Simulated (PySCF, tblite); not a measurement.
# C₆H₁₁I: NMR shieldings, spin-spin couplings, relativistic core levels, part 2 of 2

tblite 0.8.0 and PySCF 2.14.0. Atoms count from 0.

## 7. Relativistic core levels: PBE0/pcJ-1 I:dyall-v2z, spin–orbit

Job settings and geometry (Å):

```
{"job": {"kind": "hxps", "xc": "PBE0", "basis": {"default": "pcJ-1", "I": "dyall-v2z"}, "rel": "so", "holes": [[0, "3d"], [0, "4d"]]}, "charge": 0, "multiplicity": 1}
I     -3.530581     0.410757    -0.862734
C     -1.528992     0.234142    -0.015145
C     -0.553530     1.120164    -0.769350
C      0.845401     0.997769    -0.161688
C      1.314056    -0.452100    -0.125143
C      0.313166    -1.333407     0.613367
C     -1.088789    -1.219135     0.011359
H     -1.668339     0.608161     1.010567
H     -0.526235     0.805895    -1.826874
H     -0.894201     2.166323    -0.757057
H      0.833370     1.404756     0.865564
H      1.550212     1.622818    -0.732609
H      2.308632    -0.523868     0.343102
H      1.429786    -0.822184    -1.159662
H      0.278132    -1.034916     1.676662
H      0.634839    -2.387101     0.599753
H     -1.807692    -1.828361     0.579576
H     -1.082867    -1.612441    -1.019862
```

Method: PBE0/pcJ-1 I:dyall-v2z core ionisation, delta-SCF with one localised hole, X2C with spin-orbit coupling, screened-nuclear two-electron part, Gaussian nuclei, gas phase.

Output:

```text
spin-free SCF
coarse grid: 66304 points
cycle   1  E = -7350.3951738211  dE =  3.209e-01  |g| = 4.214e-01  |ddm| = 3.404e+00
cycle   2  E = -7350.3898673023  dE =  5.307e-03  |g| = 4.203e-01  |ddm| = 7.307e-01
cycle   3  E = -7350.4306273491  dE = -4.076e-02  |g| = 6.792e-02  |ddm| = 3.897e-01
cycle   4  E = -7350.4315616155  dE = -9.343e-04  |g| = 2.890e-02  |ddm| = 1.039e-01
cycle   5  E = -7350.4316966630  dE = -1.350e-04  |g| = 8.845e-03  |ddm| = 3.838e-02
cycle   6  E = -7350.4317093278  dE = -1.266e-05  |g| = 2.883e-03  |ddm| = 9.774e-03
cycle   7  E = -7350.4317113263  dE = -1.998e-06  |g| = 4.826e-04  |ddm| = 3.387e-03
final grid: 140384 points
cycle   8  E = -7350.4324710228  dE = -3.771e-06  |g| = 3.482e-03  |ddm| = 2.690e-03
cycle   9  E = -7350.4324706863  dE =  3.365e-07  |g| = 1.395e-03  |ddm| = 2.360e-03
cycle  10  E = -7350.4324704286  dE =  2.577e-07  |g| = 1.717e-03  |ddm| = 3.344e-03
cycle  11  E = -7350.4324711895  dE = -7.609e-07  |g| = 3.208e-05  |ddm| = 1.842e-03
cycle  12  E = -7350.4324711897  dE = -2.301e-10  |g| = 2.632e-06  |ddm| = 2.829e-05
converged SCF energy = -7350.4324711897
two-component SCF
cycle   1  E = -7349.4995566525  dE = -7.349e+03  |FDS-SDF| = 1.219e+02
cycle   2  E = -7351.6666714294  dE = -2.167e+00  |FDS-SDF| = 3.992e-01
cycle   3  E = -7351.6675485422  dE = -8.771e-04  |FDS-SDF| = 1.516e-02
cycle   4  E = -7351.6676115206  dE = -6.298e-05  |FDS-SDF| = 8.026e-03
cycle   5  E = -7351.6676218503  dE = -1.033e-05  |FDS-SDF| = 2.287e-03
cycle   6  E = -7351.6676267422  dE = -4.892e-06  |FDS-SDF| = 1.047e-03
cycle   7  E = -7351.6676273459  dE = -6.037e-07  |FDS-SDF| = 5.730e-04
cycle   8  E = -7351.6676274630  dE = -1.171e-07  |FDS-SDF| = 8.485e-05
cycle   9  E = -7351.6676274652  dE = -2.218e-09  |FDS-SDF| = 1.486e-05
converged, E = -7351.6676274652

Field gradients (au) and densities at the nuclei (bohr^-3)
atom        Vxx        Vyy        Vzz        centre      nuclear mean
  0 I     -5.5527    -5.5606    11.1132     246057.735     238251.776
  1 C     -0.1994    -0.2039     0.4033        125.831        125.829
  2 C     -0.0061    -0.0654     0.0715        125.729        125.727
  3 C      0.0005     0.0392    -0.0397        125.715        125.713
  4 C      0.0137     0.0213    -0.0350        125.709        125.706
  5 C      0.0005     0.0392    -0.0397        125.715        125.712
  6 C     -0.0063    -0.0655     0.0718        125.729        125.727
  7 H     -0.1354    -0.1406     0.2760          0.477          0.477
  8 H     -0.1334    -0.1408     0.2741          0.476          0.476
  9 H     -0.1356    -0.1445     0.2801          0.477          0.477
 10 H     -0.1347    -0.1396     0.2743          0.477          0.477
 11 H     -0.1372    -0.1438     0.2810          0.477          0.477
 12 H     -0.1376    -0.1437     0.2812          0.478          0.478
 13 H     -0.1349    -0.1397     0.2747          0.477          0.477
 14 H     -0.1347    -0.1396     0.2744          0.477          0.477
 15 H     -0.1370    -0.1437     0.2806          0.477          0.477
 16 H     -0.1355    -0.1444     0.2799          0.477          0.477
 17 H     -0.1333    -0.1407     0.2740          0.475          0.475
without picture change
  0 I                           12.0593                    537969.058

Core orbital energies (eV)
atom   shell        mean    spread
  0 I  1s       -33018.236   0.000
  0 I  2s        -5125.594   0.000
  0 I  3s        -1044.590   0.000
  0 I  4s         -187.041   0.000
  0 I  5s          -18.882   0.000
  0 I  2p1/2     -4805.417   0.000
  0 I  2p3/2     -4507.229   0.033
  0 I  3p1/2      -912.079   0.000
  0 I  3p3/2      -855.380   0.095
  0 I  4p1/2      -140.227   0.000
  0 I  4p3/2      -129.138   0.237
  0 I  3d3/2      -622.653   0.095
  0 I  3d5/2      -610.890   0.123
  0 I  4d3/2       -53.443   0.290
  0 I  4d5/2       -51.682   0.387

hole in 3d5/2 of atom 0
cycle   1  E = -7328.0601748340  dE = -7.328e+03  |FDS-SDF| = 4.794e+00
cycle   2  E = -7328.3288028651  dE = -2.686e-01  |FDS-SDF| = 3.485e+00
cycle   3  E = -7328.7634091823  dE = -4.346e-01  |FDS-SDF| = 1.563e-01
cycle   4  E = -7328.7642677421  dE = -8.586e-04  |FDS-SDF| = 1.227e-01
cycle   5  E = -7328.7678902349  dE = -3.622e-03  |FDS-SDF| = 1.482e-02
cycle   6  E = -7328.7679260337  dE = -3.580e-05  |FDS-SDF| = 3.773e-03
cycle   7  E = -7328.7679292602  dE = -3.226e-06  |FDS-SDF| = 1.144e-03
cycle   8  E = -7328.7679296260  dE = -3.658e-07  |FDS-SDF| = 2.534e-04
cycle   9  E = -7328.7679296507  dE = -2.471e-08  |FDS-SDF| = 9.015e-05
converged, E = -7328.7679296507
hole in 4d5/2 of atom 0
cycle   1  E = -7349.4068948783  dE = -7.349e+03  |FDS-SDF| = 1.269e+00
cycle   2  E = -7349.5047400453  dE = -9.785e-02  |FDS-SDF| = 1.261e+00
cycle   3  E = -7349.6218576930  dE = -1.171e-01  |FDS-SDF| = 1.086e-01
cycle   4  E = -7349.6236042920  dE = -1.747e-03  |FDS-SDF| = 4.226e-02
cycle   5  E = -7349.6240214358  dE = -4.171e-04  |FDS-SDF| = 1.113e-02
cycle   6  E = -7349.6240540629  dE = -3.263e-05  |FDS-SDF| = 2.320e-03
cycle   7  E = -7349.6240554670  dE = -1.404e-06  |FDS-SDF| = 8.749e-04
cycle   8  E = -7349.6240558237  dE = -3.567e-07  |FDS-SDF| = 2.049e-04
cycle   9  E = -7349.6240558695  dE = -4.583e-08  |FDS-SDF| = 1.126e-04
converged, E = -7349.6240558695

Core binding energies (eV)
atom   line    delta-SCF   -orbital   splitting
  0 I  3d5/2     623.115     610.89    11.763
  0 I  4d5/2      55.575      51.68      1.76
```

Run time: 9.8 min. Hardware: 1 thread of Intel Xeon Platinum 8259CL at 2.50GHz, shared host; peak memory 2.2 GiB.

Key values:

```
                       quantity       value
energy from spin-orbit coupling  -1.2352 Eh
```

## 8. Outcome

What follows sums up all 2 parts.

| quantity | value |
| --- | --- |
| strongest single infrared mode (GFN2-xTB) | 2985 cm⁻¹, 149 km/mol |
| zero-point energy (GFN2-xTB) | 99.2 kcal/mol |
| point group | Cs |
| rotational constants (main isotopes) | 4.30, 0.67, 0.60 GHz |
| energy from spin-orbit coupling (step 5, PBE0/pcJ-1 I:dyall-v2z, spin–orbit) | -1.2352 Eh |
| shieldings (step 5, PBE0/pcJ-1 I:dyall-v2z, spin–orbit) | I0 4831.6, C1 156.2, C2 141.9, C3 153.8, C4 158.3, C5 153.8, C6 142.0 ppm |
| surface potential, 1st and 99th percentile | -0.71 V and 0.79 V |
| energy from spin-orbit coupling (step 6, PBE0/pcJ-1 I:dyall-v2z, spin–orbit) | -1.2352 Eh |
| largest reduced coupling (step 6, PBE0/pcJ-1 I:dyall-v2z, spin–orbit) | I0–C1: J = -74.7 Hz, K = -123·10¹⁹ T²/J |
| I0 3d5/2 binding energy (step 7, PBE0/pcJ-1 I:dyall-v2z, spin–orbit) | 623.1 eV, 3d3/2 634.9 eV |
| I0 4d5/2 binding energy (step 7, PBE0/pcJ-1 I:dyall-v2z, spin–orbit) | 55.6 eV, 4d3/2 57.3 eV |
| energy from spin-orbit coupling (step 7, PBE0/pcJ-1 I:dyall-v2z, spin–orbit) | -1.2352 Eh |

**Reading.** No mode is imaginary among the 48: a minimum at this level. Unscaled tight-binding wavenumbers are off by several per cent, some by more. Its intensities can rank the bands wrongly. The optimisation took 3 steps and gained 0.184 eV; among the close pairs (by a distance rule), C2–C3 changed most, from 1.579 to 1.530 Å (PBE0/def2-SVP). No frequency check was run at this level, so the end point may be a saddle. In step 5, I0 has the widest tensor, 2559 ppm. By nearest atom (PBE0/dyall-v2z+pcJ-1), the HOMO sits on I0 89 % and the LUMO on I0 47 %; C1 31 %.
